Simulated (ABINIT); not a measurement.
Runs of ABINIT 10.8.3 (patched build) on Cu3O2. It takes space group I4/mmm (No. 139, tetragonal). Conventional cell: a = 4.046 Å, b = 4.046 Å, c = 7.347 Å, α = 90.00°, β = 90.00°, γ = 90.00°. Around Cu (site symmetry 4/mmm) lie 4 O at 2.02 Å. Around Cu (site symmetry -4m2) lie 2 O at 1.84 Å. O (site symmetry mmm) has 4 Cu at 1.84 to 2.02 Å as nearest neighbours. The cell comes from a database or a generator and needn't be the stable form of this composition.

```tsv
task	level	potentials or basis	cell	k mesh	cell freedom (optcell)	cutoff smearing ecutsm (Ha)	optimiser (ionmov)	force stop (Ha/bohr)	mesh quality	gap on the mesh (eV)	pressure (GPa)	relaxed volume (Å³/atom)
relaxation of cell and atoms	PBEsol	JTH PAW PBE v2.0	relaxed	5 × 5 × 5	2	0.5	22	0.0001	coarse	none	0.0	11.50
relaxation of cell and atoms	LDA	JTH PAW LDA v2.0	relaxed	6 × 6 × 6	2	0.5	22	0.0001	coarse	none	0.0	11.03
single point	PBE	JTH PAW PBE v2.0	as given	9 × 9 × 9	-	-	-	-	not flagged	none	0.6	-
single point	PBEsol	JTH PAW PBE v2.0	atoms moved at random, drawn with an rms of 0.05 Å	9 × 9 × 9	-	-	-	-	not flagged	none	-5.1	-
band structure	LDA	JTH PAW LDA v2.0	as given	9 × 9 × 9	-	-	-	-	not flagged	none	(b)	-
band structure	PBEsol	JTH PAW PBE v2.0	as given	9 × 9 × 9	-	-	-	-	not flagged	none	(a)	-
```

Alike in all rows: no spin polarisation; cutoff (eV) 707; smearing fermi-dirac 0.05 eV.

Question: Estimate the missing entries.

Answer: (a) -5.9; (b) -11.7.

Caveats: some runs use coarse meshes; an odd number of electrons without spin polarisation forces a metal; a magnetic or distorted state may lie lower; the run has no spin polarisation, though such a crystal can be magnetic; semilocal functionals often make such compounds metallic where correlation or magnetic order opens a gap, which also shifts bond lengths; the PAW data sets were made with another functional, which shifts forces and pressure a little (some runs); the atomic spheres overlap (some runs).

A gap of «none» marks a metal or a gap under the smearing width.
